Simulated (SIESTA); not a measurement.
ZrB:

```
Zr B
1.0
     0.00000    2.32500    2.32500
     2.32500    0.00000    2.32500
     2.32500    2.32500    0.00000
Zr B
1 1
Direct
  0.00000 0.00000 0.00000
  0.50000 0.50000 0.50000
```

Base run:

- Program: SIESTA 5.4.2
- Functional: PBE
- Potentials or basis: PseudoDojo 0.4 standard (PBE files)
- Basis: DZP (energy shift 0.003 Ry; two zetas on semicore shells)
- Grid cutoff: 800 Ry
- Energy shift: 0.003 Ry
- k mesh: 10 × 10 × 10
- Occupations: fermi-dirac, width 0.05 eV
- Spin: no spin polarisation

Its results: band gap on the k mesh none (metal or under the smearing width); pressure 35.7 GPa.

The run is repeated on the same cell with these changes: functional from PBE to LDA; potentials or basis from PseudoDojo 0.4 standard (PBE files) to PseudoDojo 0.4 standard (LDA files). What comes out?

Band gap on the k mesh none (metal or under the smearing width); pressure 26.3 GPa.

Caveats: the basis of atomic orbitals isn't converged, which shifts pressures, moduli and gaps; a pressure of tens of GPa on the cell as given is suspect, and the run, the potentials or the cell itself is likely at fault (some runs).

Not every run made on this cell is shown here.
